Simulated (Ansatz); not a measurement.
# CH8AlNSi: the cost of one run

Method: RKS PBE0-D4/STO-3G, in Ansatz 0.2.0.

**1. The starting structure**

Bond lengths: N1–C2 1.422 Å, C2–Si3 1.845 Å, Si3–Al4 2.400 Å, N1–H5 1.112 Å, N1–H6 1.046 Å, C2–H7 1.085 Å, C2–H8 1.151 Å, Si3–H9 1.473 Å, Si3–H10 1.516 Å, Al4–H11 1.618 Å, Al4–H12 1.551 Å. Angles (14 of 18 angles, heavy atoms first): N1–C2–Si3 107.7°, C2–Si3–Al4 110.6°, N1–C2–H7 112.1°, N1–C2–H8 111.1°, Si3–C2–H7 107.4°, Si3–C2–H8 108.7°, C2–N1–H5 105.3°, C2–N1–H6 111.8°, C2–Si3–H9 111.3°, C2–Si3–H10 109.8°, Al4–Si3–H9 111.8°, Al4–Si3–H10 106.9°, Si3–Al4–H11 116.2°, Si3–Al4–H12 120.3°.

As a file:

```xyz
12

N    -1.3833    1.4099    0.9112
C    -0.7406    0.7203   -0.1530
Si    0.3497   -0.5696    0.5900
Al    1.5580   -1.7412   -1.1203
H    -2.1096    2.0949    0.4209
H    -0.7345    2.0756    1.3900
H    -1.4505    0.2129   -0.7986
H    -0.0920    1.4369   -0.7780
H    -0.4165   -1.4896    1.4474
H     1.3811    0.0857    1.4873
H     1.2730   -3.3296   -1.2354
H     2.4421   -0.9613   -2.1274
```

**2. Relaxing end A**

File input.yaml:

```yaml
crystal:
  periodic: [false, false, false]
  atoms:
    - { symbol: "N", position_ang: [-1.3833, 1.4099, 0.9112] }
    - { symbol: C, position_ang: [-0.7406, 0.7203, -0.153] }
    - { symbol: Si, position_ang: [0.3497, -0.5696, 0.59] }
    - { symbol: Al, position_ang: [1.558, -1.7412, -1.1203] }
    - { symbol: H, position_ang: [-2.1096, 2.0949, 0.4209] }
    - { symbol: H, position_ang: [-0.7345, 2.0756, 1.39] }
    - { symbol: H, position_ang: [-1.4505, 0.2129, -0.7986] }
    - { symbol: H, position_ang: [-0.092, 1.4369, -0.778] }
    - { symbol: H, position_ang: [-0.4165, -1.4896, 1.4474] }
    - { symbol: H, position_ang: [1.3811, 0.0857, 1.4873] }
    - { symbol: H, position_ang: [1.273, -3.3296, -1.2354] }
    - { symbol: H, position_ang: [2.4421, -0.9613, -2.1274] }
basis:
  gaussian: { orbitals: STO-3G }
hamiltonian:
  xc: pbe0
  dispersion: d4
relax:
  f_tol: 0.02
  max_steps: 50
```

Command:

```sh
$ ansatz run input.yaml --threads 1 --pin off --max-ram 2048MiB --backend cpu --events-out ev --progress --plain --runs-dir out
```

Q: Estimate wall time and peak memory on 1 thread of Arm Neoverse V2, shared host.

About 15 s, with a peak of 0.14 GiB.
